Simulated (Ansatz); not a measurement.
# CH8N2SSi: one species, many methods

An exercise on one series of results from a longer session: the logs are not shown, and one member is left open.

Computed with Ansatz 0.2.0, Gaussian basis. Level: functionals in def2-TZVPP, the program's frozen cores in correlated methods.

Plan: PBE-D4, r2SCAN-D4, PBE0-D4, B3LYP-D4, ωB97X-V, ωB97M-V, B2PLYP; CCSD(T)/def2-TZVPP; MP2/def2-QZVPP; extrapolation to the limit.

**Structure used throughout**

The geometry comes from an earlier relaxation with PBE0-D4 in a triple-zeta def2 set; it is a stationary point, not always the lowest conformer.

SMILES `CN[SiH](N)S`, 13 atoms, charge 0, spin multiplicity 1.

Atoms are counted from 1 here; the program's logs count them from 0.

Bond lengths: C1–N2 1.447 Å, C1–H6 1.097 Å, C1–H7 1.093 Å, C1–H8 1.094 Å, N2–Si3 1.705 Å, N2–H9 1.009 Å, Si3–N4 1.704 Å, Si3–S5 2.154 Å, Si3–H10 1.489 Å, N4–H11 1.006 Å, N4–H12 1.006 Å, S5–H13 1.342 Å. Angles: N2–C1–H6 113.3°, N2–C1–H7 109.4°, N2–C1–H8 111.1°, H6–C1–H7 107.5°, H6–C1–H8 108.1°, H7–C1–H8 107.2°, C1–N2–Si3 124.0°, C1–N2–H9 113.5°, Si3–N2–H9 116.7°, N2–Si3–N4 106.0°, N2–Si3–S5 119.6°, N2–Si3–H10 104.4°, N4–Si3–S5 102.4°, N4–Si3–H10 120.1°, S5–Si3–H10 105.3°, Si3–N4–H11 120.8°, Si3–N4–H12 120.7°, H11–N4–H12 112.6° and more.

The first run:

File in.yaml:

```yaml
crystal:
  periodic: [false, false, false]
  atoms:
    - {symbol: C, position_ang: [-1.733678, -0.379139, -0.947345]}
    - {symbol: N, position_ang: [-0.937281, 0.121411, 0.151850]}
    - {symbol: Si, position_ang: [0.754715, -0.060390, 0.262838]}
    - {symbol: N, position_ang: [1.156705, 0.257602, 1.888446]}
    - {symbol: S, position_ang: [2.041597, 1.296974, -0.806009]}
    - {symbol: H, position_ang: [-1.844873, 0.341786, -1.766692]}
    - {symbol: H, position_ang: [-1.262276, -1.274681, -1.359411]}
    - {symbol: H, position_ang: [-2.733633, -0.667183, -0.609649]}
    - {symbol: H, position_ang: [-1.337471, 0.930379, 0.603117]}
    - {symbol: H, position_ang: [1.023361, -1.402203, -0.324079]}
    - {symbol: H, position_ang: [2.103530, 0.470591, 2.152788]}
    - {symbol: H, position_ang: [0.629516, -0.157225, 2.638781]}
    - {symbol: H, position_ang: [2.160088, 0.487477, -1.870033]}
basis:
  gaussian: {orbitals: def2-TZVPP}
hamiltonian: {xc: pbe, dispersion: d4}
output: {forces: true, orbitals: {seedname: orbitals}}
```

Started as:

```
ansatz run in.yaml --threads 4 --pin off --events-out ev --progress --plain --max-ram 10444MiB
```

Steps of the session up to this table: PBE-D4 (GGA); r2SCAN-D4 (meta-GGA); PBE0-D4 (hybrid); B3LYP-D4 (hybrid); ωB97X-V (range-separated); ωB97M-V (range-separated); B2PLYP (double hybrid); CCSD(T) in def2-TZVPP; MP2 in def2-QZVPP.

One of the session's tables, all rows but one given; the rest of the session is left out.

| method | atomisation energy (kJ/mol) |
| --- | --- |
| PBE-D4 | 4623.6 |
| r2SCAN-D4 | 4543.4 |
| PBE0-D4 | 4549.8 |
| B3LYP-D4 | 4569.3 |
| ωB97X-V | 4587.0 |
| ωB97M-V | ? |
| B2PLYP | 4502.2 |
| HF/def2-TZVPP | 3207.1 |
| MP2/def2-TZVPP | 4458.2 |
| CCSD/def2-TZVPP | 4352.3 |
| CCSD(T)/def2-TZVPP | 4417.2 |
| MP2/CBS | 4603.2 |
| CCSD(T)/CBS | 4562.2 |

**Question.** Estimate the row for ωB97M-V.

The run gave: atomisation energy (kJ/mol): 4585.9. In the column «atomisation energy (kJ/mol)» it lies between B3LYP-D4 (4569.3) and ωB97X-V (4587.0).
